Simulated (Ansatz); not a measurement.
# CH4AlNO (SMILES C1[NH][AlH][O]1) at SVWN5/def2-SVPD

Aim: the energy change on altering one bond length of CH4AlNO at SVWN5/def2-SVPD, from 2 runs. 

The calculation is run with Ansatz 0.2.0.

93 further runs of the same task are left out: 93 set aside as unsound or not needed.

### 1 The system as given

The species is CH4AlNO (8 atoms), meant as a singlet with charge 0. As SMILES, `C1[NH][AlH][O]1`. Geometry: relaxed at PBE0-D4/def2-TZVP.

Bond lengths: C1–N2 1.466 Å, N2–Al3 1.758 Å, C1–O4 1.423 Å, Al3–O4 1.732 Å, C1–H5 1.099 Å, C1–H6 1.099 Å, N2–H7 1.002 Å, Al3–H8 1.569 Å. Some angles: C1–N2–Al3 87.4°, N2–C1–O4 102.5°, N2–Al3–O4 80.4°, C1–O4–Al3 89.8°, C1–N2–H7 120.2°, Al3–N2–H7 152.4°, N2–C1–H5 112.7°, N2–C1–H6 112.7°, O4–C1–H5 109.9°, O4–C1–H6 109.9°.

### 2 A single-point energy at SVWN5/def2-SVPD

run.yaml

```yaml
basis:
  gaussian: {orbitals: def2-SVPD}
crystal:
  periodic: [false, false, false]
  atoms:
    - {symbol: C, position_ang: [-0.254000, 0.762000, -0.440000]}
    - {symbol: "N", position_ang: [0.576900, 0.253100, 0.654700]}
    - {symbol: Al, position_ang: [0.036100, -1.359500, 0.209100]}
    - {symbol: O, position_ang: [-0.820500, -0.429100, -0.975000]}
    - {symbol: H, position_ang: [0.332400, 1.276900, -1.213500]}
    - {symbol: H, position_ang: [-1.052500, 1.431000, -0.090700]}
    - {symbol: H, position_ang: [1.107700, 0.887000, 1.221500]}
    - {symbol: H, position_ang: [0.166000, -2.878600, 0.578000]}
accuracy: high
output: {orbitals: {seedname: orbitals}}
hamiltonian: {xc: {name: SVWN5}}
```

Started as:

```sh
$ ansatz run run.yaml --threads 1 --pin off --max-ram 3480MiB --events-out events.jsonl --progress --plain --runs-dir runs
```

The log of the run:

```text
Warning: RAYON_NUM_THREADS=1 ignored (pool sized by the plan → 1); use --threads N
Functional definition: SVWN5
  name "SVWN5"
  exchange = slater_x
  correlation = vwn5_c
2397 factors; integrals over basis functions are off by at most 3.4e-9 eV
mean field evaluation 1: about -11153.5922 eV, gradient 7.8e1 eV
mean field evaluation 2: about -11009.7120 eV, gradient 2.2e2 eV
mean field evaluation 4: about -11164.4398 eV, gradient 3.4e1 eV
mean field evaluation 8: about -11166.6533 eV, gradient 3.8e-1 eV
mean field evaluation 16: about -11166.6537 eV, gradient 2.2e-5 eV
mean field -11166.65368700 eV, -410.3669539677 hartree, gradient 4.1e-8 eV, S^2 0.000000; 0 other end points of the search recorded, 0 dependent functions left out
reference -11166.65369132 eV, -410.3669541264 hartree; 19, 19 occupied and 100, 100 virtual orbitals, 2397 factors
Total energy: -11166.65369132 eV, -410.3669541264 hartree
```

Wall time 6 s (1 thread of Arm Neoverse V2, shared host); peak memory 0.35 GiB.

### 3 The distorted shape at the same level

run.yaml

```yaml
crystal:
  periodic: [false, false, false]
  atoms:
    - {symbol: C, position_ang: [-0.357916, 1.977233, -0.735109]}
    - {symbol: N, position_ang: [0.472984, 1.468333, 0.359591]}
    - {symbol: Al, position_ang: [-0.067816, -0.144267, -0.086009]}
    - {symbol: O, position_ang: [-0.924416, 0.786133, -1.270109]}
    - {symbol: H, position_ang: [0.228484, 2.492133, -1.508609]}
    - {symbol: H, position_ang: [-1.156416, 2.646233, -0.385809]}
    - {symbol: H, position_ang: [1.003784, 2.102233, 0.926391]}
    - {symbol: H, position_ang: [0.166000, -2.878600, 0.578000]}
basis:
  gaussian:
    orbitals: def2-SVPD
hamiltonian:
  xc: {name: SVWN5}
accuracy: high
output: {orbitals: {seedname: orbitals}}
```

Started as:

```sh
$ ansatz run run.yaml --threads 1 --pin off --max-ram 3480MiB --events-out events.jsonl --progress --plain --runs-dir runs
```

The log of the run:

```text
Warning: RAYON_NUM_THREADS=1 ignored (pool sized by the plan → 1); use --threads N
[... 4 set-up lines as earlier in the session ...]
2408 factors; integrals over basis functions are off by at most 3.5e-9 eV
mean field evaluation 1: about -11150.4129 eV, gradient 7.9e1 eV
mean field evaluation 2: about -11000.7986 eV, gradient 2.2e2 eV
mean field evaluation 4: about -11156.1347 eV, gradient 4.6e1 eV
mean field evaluation 8: about -11163.8267 eV, gradient 8.0e-1 eV
mean field evaluation 16: about -11163.8319 eV, gradient 5.8e-3 eV
mean field -11163.83188242 eV, -410.2632545617 hartree, gradient 4.2e-8 eV, S^2 0.000000; 0 other end points of the search recorded, 0 dependent functions left out
reference -11163.83188737 eV, -410.2632547439 hartree; 19, 19 occupied and 100, 100 virtual orbitals, 2408 factors
Total energy: -11163.83188737 eV, -410.2632547439 hartree
```

It took 6 s on 1 thread of Arm Neoverse V2, shared host; peak memory 0.34 GiB.

### 4 Summary of results

Level: SVWN5/def2-SVPD.

```
                                                          quantity          value
                                         first shape: total energy  -410.36695 Eh
                                          first shape: HOMO energy       -5.76 eV
                                          first shape: LUMO energy       -1.37 eV
                                        first shape: HOMO–LUMO gap        4.40 eV
                                     distorted shape: total energy  -410.26325 Eh
                                      distorted shape: HOMO energy       -6.18 eV
                                      distorted shape: LUMO energy       -3.95 eV
                                    distorted shape: HOMO–LUMO gap        2.24 eV
energy change with the Al3–H8 bond stretched from 1.569 to 2.824 Å       2.822 eV
```

**Reading.** With the Al3–H8 bond stretched from 1.569 to 2.824 Å the energy rises by 2.82 eV (272 kJ/mol). The first shape isn't relaxed at this level, so the change isn't measured from a minimum.
